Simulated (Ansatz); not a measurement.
# C2H5BO2: how energies converge with the basis set

How large a basis does C2H5BO2 need? Two functionals are run in growing sets.

Computed with Ansatz 0.2.0, Gaussian basis. Level: one geometry, several basis sets.

The runs, in order: PBE0-D4/def2-SVP; ωB97M-V/def2-SVP; PBE0-D4/def2-QZVPP; ωB97M-V/def2-QZVPP; the functionals' def2-TZVPP values are taken from earlier runs.

### 1 The geometry

All runs share one geometry, relaxed beforehand with PBE0-D4 in a triple-zeta def2 set.

SMILES `BOC1CO1`, 10 atoms, charge 0, spin multiplicity 1.

Atoms are counted from 1 here; the program's logs count them from 0.

Bond lengths: B1–O2 1.347 Å, B1–H6 1.194 Å, B1–H7 1.200 Å, O2–C3 1.386 Å, C3–C4 1.454 Å, C3–O5 1.386 Å, C3–H8 1.087 Å, C4–O5 1.431 Å, C4–H9 1.087 Å, C4–H10 1.086 Å. Angles: O2–B1–H6 116.4°, O2–B1–H7 120.4°, H6–B1–H7 123.1°, B1–O2–C3 123.0°, O2–C3–C4 122.0°, O2–C3–O5 115.3°, O2–C3–H8 111.4°, C4–C3–O5 60.5°, C4–C3–H8 121.8°, O5–C3–H8 115.6°, C3–C4–O5 57.4°, C3–C4–H9 120.5°, C3–C4–H10 118.6°, O5–C4–H9 115.6°, O5–C4–H10 114.9°, H9–C4–H10 116.1°, C3–O5–C4 62.1°.

### 2 PBE0-D4 in def2-SVP

Contents of in.yaml:

```yaml
crystal:
  periodic: [false, false, false]
  atoms:
    - {symbol: B, position_ang: [-1.489776, 0.049385, -0.906901]}
    - {symbol: O, position_ang: [-0.880834, -0.801587, -0.058328]}
    - {symbol: C, position_ang: [0.167801, -0.423522, 0.765502]}
    - {symbol: C, position_ang: [1.324029, 0.298561, 0.260244]}
    - {symbol: O, position_ang: [1.359348, -1.101147, 0.557501]}
    - {symbol: H, position_ang: [-2.397449, -0.394117, -1.544189]}
    - {symbol: H, position_ang: [-1.121235, 1.187737, -0.995006]}
    - {symbol: H, position_ang: [-0.152022, -0.341588, 1.801635]}
    - {symbol: H, position_ang: [1.909969, 0.932676, 0.919915]}
    - {symbol: H, position_ang: [1.363471, 0.542502, -0.797373]}
basis:
  gaussian: {orbitals: def2-SVP}
hamiltonian: {xc: pbe0, dispersion: d4}
output: {orbitals: {seedname: orbitals}}
```

The run is started by

```sh
$ ansatz run in.yaml --threads 2 --pin off --events-out ev --progress --plain --max-ram 4352MiB
```

Standard output:

```text
Functional definition: PBE0
  name "PBE0"
  cite "Adamo & Barone, J. Chem. Phys. 110, 6158 (1999) doi:10.1063/1.478522"
  cite "Perdew, Burke & Ernzerhof, Phys. Rev. Lett. 77, 3865 (1996) doi:10.1103/PhysRevLett.77.3865"
  parent pbe
  parameter a = 0.25
  parameter kappa = 0.804
  parameter beta = 0.06672455060314922
  exchange = (1 - a)*pbe_x(kappa = kappa, mu = beta*pi^2/3) + a*exact_x
  correlation = pbe_c(beta = beta)
1046 factors; their error is unknown
mean field evaluation 1: about -6908.8779 eV, gradient 4.0e1 eV
mean field evaluation 2: about -6907.2574 eV, gradient 5.1e1 eV
mean field evaluation 4: about -6912.0191 eV, gradient 2.1e0 eV
mean field evaluation 8: about -6912.0262 eV, gradient 5.7e-2 eV
mean field evaluation 16: about -6912.0228 eV, gradient 5.4e-5 eV
mean field -6912.02281543 eV, -254.0121533299 hartree, gradient 5.4e-5 eV, S^2 0.000000; 0 other end points of the search recorded, 0 dependent functions left out
reference -6912.02284063 eV, -254.0121542559 hartree; 19, 19 occupied and 76, 76 virtual orbitals, 1046 factors
Total energy: -6912.15605945 eV, -254.0170499571 hartree
```

It took 1.3 s on 2 threads of Arm Neoverse V2, shared host.

### 3 ωB97M-V in def2-SVP

Edit in.yaml of step 2 so:

```diff
@@ -15,3 +15,3 @@
   gaussian: {orbitals: def2-SVP}
-hamiltonian: {xc: pbe0, dispersion: d4}
+hamiltonian: {xc: {name: wB97M-V}}
 output: {orbitals: {seedname: orbitals}}
```

Launched as before.

Standard output (excerpt; [...] marks lines left out):

```text
Functional definition: wB97M-V
  name "wB97M-V"
  cite "Mardirossian & Head-Gordon, J. Chem. Phys. 144, 214110 (2016) doi:10.1063/1.4952647"
  cite "Becke, J. Chem. Phys. 107, 8554 (1997) doi:10.1063/1.475007"
  cite "Vydrov & Van Voorhis, J. Chem. Phys. 133, 244103 (2010) doi:10.1063/1.3521275"
  # Of w^i u^j: cxij and so on, Table III.
[...]
  gx(w, u) = 1 - cx + cx01*u + cx10*w
  gss(w, u) = css00 + css04*u^4 + css10*w + css20*w^2 + css43*w^4*u^3
  gos(w, u) = cos00 + cos10*w + (cos20 + cos21*u)*w^2 + (cos60 + cos61*u)*w^6
[...]
      + integral(e_c_pw_mod_opposite_spin*gos(b97_w_opposite, b97_u_opposite)) + vv10(b, c)
1046 factors; their error is unknown
250 factors; integrals over basis functions are off by at most 1.2e-5 eV
[...]
mean field -6917.15059800 eV, -254.2005958634 hartree, gradient 5.8e-5 eV, S^2 0.000000; 0 other end points of the search recorded, 0 dependent functions left out
reference -6917.15063624 eV, -254.2005972688 hartree; 19, 19 occupied and 76, 76 virtual orbitals, 1046 factors
Total energy: -6917.15063624 eV, -254.2005972688 hartree
```

Wall time 5.5 s (2 threads of Arm Neoverse V2, shared host).

### 4 PBE0-D4 in def2-QZVPP

Edit in.yaml of step 3 so:

```diff
@@ -14,4 +14,4 @@
 basis:
-  gaussian: {orbitals: def2-SVP}
-hamiltonian: {xc: {name: wB97M-V}}
+  gaussian: {orbitals: "def2-QZVPP.json"}
+hamiltonian: {xc: pbe0, dispersion: d4}
 output: {orbitals: {seedname: orbitals}}
```

Same command.

Standard output:

```text
Functional definition: PBE0
  name "PBE0"
  cite "Adamo & Barone, J. Chem. Phys. 110, 6158 (1999) doi:10.1063/1.478522"
  cite "Perdew, Burke & Ernzerhof, Phys. Rev. Lett. 77, 3865 (1996) doi:10.1103/PhysRevLett.77.3865"
  parent pbe
  parameter a = 0.25
  parameter kappa = 0.804
  parameter beta = 0.06672455060314922
  exchange = (1 - a)*pbe_x(kappa = kappa, mu = beta*pi^2/3) + a*exact_x
  correlation = pbe_c(beta = beta)
1213 factors; their error is unknown
mean field evaluation 1: about -6915.2912 eV, gradient 5.2e1 eV
mean field evaluation 2: about -6911.9303 eV, gradient 6.9e1 eV
mean field evaluation 4: about -6920.3573 eV, gradient 3.2e0 eV
mean field evaluation 8: about -6920.3769 eV, gradient 9.3e-2 eV
mean field evaluation 16: about -6920.3754 eV, gradient 5.0e-5 eV
mean field -6920.37541131 eV, -254.3191055669 hartree, gradient 5.0e-5 eV, S^2 0.000000; 0 other end points of the search recorded, 0 dependent functions left out
reference -6920.37544915 eV, -254.3191069572 hartree; 19, 19 occupied and 416, 416 virtual orbitals, 1213 factors
Total energy: -6920.50866796 eV, -254.3240026584 hartree
```

Run time: 10 s. Hardware: 2 threads of Arm Neoverse V2, shared host; peak memory 1.1 GiB.

### 5 ωB97M-V in def2-QZVPP

Edit in.yaml of step 4 so:

```diff
@@ -15,3 +15,3 @@
   gaussian: {orbitals: "def2-QZVPP.json"}
-hamiltonian: {xc: pbe0, dispersion: d4}
+hamiltonian: {xc: {name: wB97M-V}}
 output: {orbitals: {seedname: orbitals}}
```

Same command.

Standard output (excerpt; [...] marks lines left out):

```text
Functional definition: wB97M-V
  name "wB97M-V"
  cite "Mardirossian & Head-Gordon, J. Chem. Phys. 144, 214110 (2016) doi:10.1063/1.4952647"
  cite "Becke, J. Chem. Phys. 107, 8554 (1997) doi:10.1063/1.475007"
  cite "Vydrov & Van Voorhis, J. Chem. Phys. 133, 244103 (2010) doi:10.1063/1.3521275"
  # Of w^i u^j: cxij and so on, Table III.
[...]
  gx(w, u) = 1 - cx + cx01*u + cx10*w
  gss(w, u) = css00 + css04*u^4 + css10*w + css20*w^2 + css43*w^4*u^3
  gos(w, u) = cos00 + cos10*w + (cos20 + cos21*u)*w^2 + (cos60 + cos61*u)*w^6
[...]
      + integral(e_c_pw_mod_opposite_spin*gos(b97_w_opposite, b97_u_opposite)) + vv10(b, c)
1213 factors; their error is unknown
348 factors; integrals over basis functions are off by at most 9.0e-6 eV
[...]
mean field -6925.76340072 eV, -254.5171105252 hartree, gradient 1.8e-5 eV, S^2 0.000000; 0 other end points of the search recorded, 0 dependent functions left out
reference -6925.76346221 eV, -254.5171127851 hartree; 19, 19 occupied and 416, 416 virtual orbitals, 1213 factors
Total energy: -6925.76346221 eV, -254.5171127851 hartree
```

Run time: 24 s. Hardware: 2 threads of Arm Neoverse V2, shared host; peak memory 1.4 GiB.

### 6 Density functionals: the series

The def2-TZVPP values come from earlier runs at the same geometry.

| functional | basis | functions | energy (eV) | from the largest (eV) | HOMO (eV) | LUMO (eV) |
| --- | --- | --- | --- | --- | --- | --- |
| PBE0-D4 | def2-SVP | 95 | -6912.1561 | 8.353 | -8.39 | -0.57 |
| PBE0-D4 | def2-TZVPP | 225 | -6920.1170 | 0.392 | -8.50 | -0.73 |
| PBE0-D4 | def2-QZVPP | 435 | -6920.5087 | 0.000 | -8.54 | -0.79 |
| ωB97M-V | def2-SVP | 95 | -6917.1506 | 8.613 | -10.80 | 1.51 |
| ωB97M-V | def2-TZVPP | 225 | -6925.3918 | 0.372 | -10.92 | 1.12 |
| ωB97M-V | def2-QZVPP | 435 | -6925.7635 | 0.000 | -10.95 | 0.90 |

### 7 Summary of results

| quantity | value |
| --- | --- |
| PBE0-D4: double and triple zeta above quadruple | 8.35, 0.39 eV |
| ωB97M-V: double and triple zeta above quadruple | 8.61, 0.37 eV |

In words: PBE0-D4 gains 7.96 eV from double to triple zeta, then 0.39 eV more. These are total energies; as a rule much of such shifts cancels in differences, which this series doesn't test. The LUMO of ωB97M-V is positive and keeps falling with the basis (1.51 to 0.90 eV): an unbound level that the basis holds in place.

For PBE0-D4 the largest set took about 8 times as long as the smallest (10 s against 1.3 s).
